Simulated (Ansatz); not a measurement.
# K2Ti: the cost of one run

Method: DFT PBE, scalar-relativistic, plane waves, PAW, in Ansatz 0.2.0.

1 further run of the same task is left out (it didn't finish).

## 1. The system as given

Symmetry: Fd-3m, No. 227, cubic system. Conventional cell: a = 8.916 Å, b = 8.916 Å, c = 8.916 Å, α = 90.00°, β = 90.00°, γ = 90.00°. Around K (site symmetry -3m) lie 6 K at 3.15 Å. Around Ti (site symmetry -43m) lie 12 K at 3.70 Å and 4 Ti at 3.86 Å.

Structure file:

```cif
data_structure
_symmetry_space_group_name_H-M 'P 1'
_symmetry_Int_Tables_number 1
_cell_length_a 6.3043
_cell_length_b 6.3043
_cell_length_c 6.3043
_cell_angle_alpha 60.000
_cell_angle_beta 60.000
_cell_angle_gamma 60.000
_cell_volume 177.17
loop_
_atom_site_label
_atom_site_type_symbol
_atom_site_fract_x
_atom_site_fract_y
_atom_site_fract_z
_atom_site_occupancy
K1 K 0.62500 0.62500 0.62500 1
K2 K 0.12500 0.62500 0.62500 1
K3 K 0.62500 0.62500 0.12500 1
K4 K 0.62500 0.12500 0.62500 1
Ti1 Ti 0.00000 0.00000 0.00000 1
Ti2 Ti 0.25000 0.25000 0.25000 1
```

This is candidate A: cubic Laves (C15) type (Fd-3m, No. 227).

(A quick probe on a coarse mesh, which set the mesh and smearing, is not shown.)

## 3. Coarse relaxation (candidate A)

input.yaml reads:

```yaml
crystal:
  lattice:
    - [0.0, 4.4577855728, 4.4577855728]
    - [4.4577855728, 0.0, 4.4577855728]
    - [4.4577855728, 4.4577855728, 0.0]
  atoms:
    - { symbol: K, position: [0.625, 0.625, 0.625] }
    - { symbol: K, position: [0.125, 0.625, 0.625] }
    - { symbol: K, position: [0.625, 0.625, 0.125] }
    - { symbol: K, position: [0.625, 0.125, 0.625] }
    - { symbol: Ti, position: [0.0, 0.0, 0.0] }
    - { symbol: Ti, position: [0.25, 0.25, 0.25] }
basis:
  ecutwfc: 420
kpoints:
  mp_grid: { grid: [4, 4, 4] }
hamiltonian:
  xc: pbe
scf:
  occupations: { method: gaussian, width: 0.1 }
  lower_state_search: "off"
output:
  forces: true
  stress: true
  eigenvalues: true
relax:
  adjacent_minimum: "off"
  f_tol: 0.04
  max_steps: 70
  cell: { stress_tol: 0.4 }
```

Started as:

```bash
ansatz run input.yaml --threads 1 --pin off --max-ram 2560MiB --backend cpu --events-out ev --progress --plain --runs-dir out
```

**Question.** How long does this run take on 1 thread of AMD EPYC 7R43 (Zen 3), shared host, and how much memory does it need?

About 29 s, with a peak of 0.52 GiB.
